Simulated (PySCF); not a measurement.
# C4H4BrF: the cost of one run

Computed with PySCF 2.14.0 and routines of our own; the level stands in each step. Atoms count from 0.

## Step 1: The starting structure

10 atoms, charge 0, multiplicity 1; geometry from: GFN2-xTB.

## Step 2: Magnetic properties: GIAO HF/pcSseg-1

Job settings and geometry (Å):

```
{"job": {"kind": "mag", "xc": "HF", "basis": "pcSseg-1", "isotopologues": 2}, "charge": 0, "multiplicity": 1}
C     -1.261673    -0.336314    -0.302709
C      0.173546    -0.393972     0.140436
F      0.571045    -1.709544     0.331326
C      0.857520     0.634830     0.986785
C      1.230728     0.560700    -0.267954
Br     2.309496     1.175954    -1.633449
H     -1.384369    -0.884553    -1.235337
H     -1.899373    -0.792464     0.452064
H     -1.560211     0.697462    -0.450288
H      0.972174     1.052554     1.956599
```

Level: GIAO HF/pcSseg-1 magnetisability, rotational g tensor and spin-rotation constants, non-relativistic, gas phase.

Run with:

```console
$ OMP_NUM_THREADS=1 python excited_run.py task.json out
```

One launch serves the whole session: the jobs run in the order shown.

Q: Estimate the wall time and peak memory of this first job on 1 thread of Intel Xeon Platinum 8488C, shared host.

About 9.6 s, with a peak of 0.74 GiB.
